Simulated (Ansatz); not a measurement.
Write a Python script for Ansatz 0.2.0, Python API that makes a rigid scan of one bond length of BFH5NSi, SMILES N[SiH2]BF. Level of theory (for the species named): CAM-B3LYP, def2-SVP basis, multiplicity 1.

```yaml
atoms:
  - { symbol: N, position_ang: [-0.6561, 1.1839, -0.7617] }
  - { symbol: Si, position_ang: [0.1448, -0.3198, -0.4852] }
  - { symbol: B, position_ang: [0.6368, -0.4302, 1.3668] }
  - { symbol: F, position_ang: [1.4516, -1.5841, 1.8581] }
  - { symbol: H, position_ang: [-0.9841, 1.2255, -1.7968] }
  - { symbol: H, position_ang: [-1.5864, 1.2121, -0.2158] }
  - { symbol: H, position_ang: [1.3760, -0.3772, -1.3267] }
  - { symbol: H, position_ang: [-0.7042, -1.4221, -0.8204] }
  - { symbol: H, position_ang: [0.4101, 0.4657, 2.1646] }
```

`run_scan.py`:
```python
"""Stretching a bond of BFH5NSi, the rest held rigid."""

from dataclasses import dataclass

import ansatz as az
from ase import Atoms
import numpy as np


@dataclass
class Options:
    basis: str = "def2-SVP"
    xc: str = "cam_b3lyp"


opts = Options()

atoms = Atoms(["N", "Si", "B", "F", "H", "H", "H", "H", "H"], positions=[
    [-0.6561, 1.1839, -0.7617],
    [0.1448, -0.3198, -0.4852],
    [0.6368, -0.4302, 1.3668],
    [1.4516, -1.5841, 1.8581],
    [-0.9841, 1.2255, -1.7968],
    [-1.5864, 1.2121, -0.2158],
    [1.376, -0.3772, -1.3267],
    [-0.7042, -1.4221, -0.8204],
    [0.4101, 0.4657, 2.1646],
])
system = az.Crystal.molecule_from_ase(atoms)

symbols = [site.symbol for site in system.cartesian_sites]
start = np.array([site.position_ang for site in system.cartesian_sites])
axis = (start[4] - start[0]) / np.linalg.norm(start[4] - start[0])
moving = [4]
lengths, energies = [0.956, 1.0, 1.043, 1.087, 1.13, 1.174, 1.217, 1.282], []
for length in lengths:
    xyz = start.copy()
    xyz[moving] += (length - np.linalg.norm(start[4] - start[0])) * axis
    point = az.Crystal.molecule()
    for symbol, place in zip(symbols, xyz):
        point = point.atom(symbol, place.tolist())
    calculation = (
        point.calculation()
        .basis(gaussian=opts.basis)
        .functional(opts.xc)
    )
    r = calculation.run(threads=1, pin="off").report
    energies.append(r["free_energy_ev"])
    print(f"r = {length:6.3f} A  E = {energies[-1]:.5f} eV  <S^2> = {abs(r['mean_field']['state']['spin_squared']):.3f}")

# quartic fit about the minimum
fit = np.polynomial.Polynomial.fit(lengths, np.array(energies) - min(energies), 4).convert()
roots = [r.real for r in fit.deriv().roots() if abs(r.imag) < 1e-9 and fit.deriv(2)(r.real) > 0]
r_e = min(roots, key=lambda r: abs(r - lengths[int(np.argmin(energies))]))
print(f"minimum of the fit at {r_e:.4f} A, force constant {fit.deriv(2)(r_e):.2f} eV/A^2")
```

```console
$ python run_scan.py
r =  0.956 A  E = -12834.60787 eV  <S^2> = 0.000
r =  1.000 A  E = -12834.70666 eV  <S^2> = 0.000
r =  1.043 A  E = -12834.70877 eV  <S^2> = 0.000
r =  1.087 A  E = -12834.63775 eV  <S^2> = 0.000
r =  1.130 A  E = -12834.51454 eV  <S^2> = 0.000
r =  1.174 A  E = -12834.34760 eV  <S^2> = 0.000
r =  1.217 A  E = -12834.15528 eV  <S^2> = 0.000
r =  1.282 A  E = -12833.82769 eV  <S^2> = 0.000
minimum of the fit at 1.0224 A, force constant 43.62 eV/A^2
```

Notes:
- The settings weren't tested for convergence.
- The rest of the molecule is held rigid at a force-field or estimated start geometry, and the basis set is modest; single-reference methods fail as a bond breaks.
- The orbitals are restricted, so S² is zero by construction.
- It ran for 20 s on 1 thread of Intel(R) Xeon(R) Platinum 8259CL CPU @ 2.50GHz (Skylake/Cascade Lake), with other jobs on the host, peak memory 0.25 GiB.

(Lines on the test bed's own set-up are left out of the output.)
